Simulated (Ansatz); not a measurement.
Runs of Ansatz 0.2.0 on YbH3. It takes space group Fm-3m (No. 225, cubic). Conventional cell: a = 5.210 Å, b = 5.210 Å, c = 5.210 Å, α = 90.00°, β = 90.00°, γ = 90.00°. Yb (site symmetry m-3m) is surrounded by 8 H at 2.26 Å. Around H (site symmetry m-3m) lie 8 H at 2.26 Å. H (site symmetry -43m) is surrounded by 4 Yb at 2.26 Å and 4 H at 2.26 Å. The cell comes from a database or a generator and needn't be the stable form of this composition.

```csv
spin,fixed moment (μB),pressure (GPa),moment (μB)
"collinear, ferromagnetic start",0.2,-5.4,0.20
"collinear, ferromagnetic start",0.8,-5.2,0.80
"collinear, ferromagnetic start",2.0,-3.9,2.00
"collinear, ferromagnetic start",0.5,(a),0.50
"collinear, program default start",0.0,-5.4,0.00
"collinear, ferromagnetic start",1.5,-4.3,1.50
"collinear, ferromagnetic start",1.2,(b),1.20
"collinear, ferromagnetic start",1.0,-4.4,1.00
```

Alike in all rows: task single point; level PBE; potentials or basis Ansatz PAW; cell as given; k mesh 7 × 7 × 7; cutoff (eV) 420; smearing fermi-dirac 0.05 eV.

Problem. Fill in the values left out.

Solution. (a) -5.3; (b) -4.5.

Caveats: the total moment is fixed, so each spin has its own Fermi level; the thresholds are loose for stress.
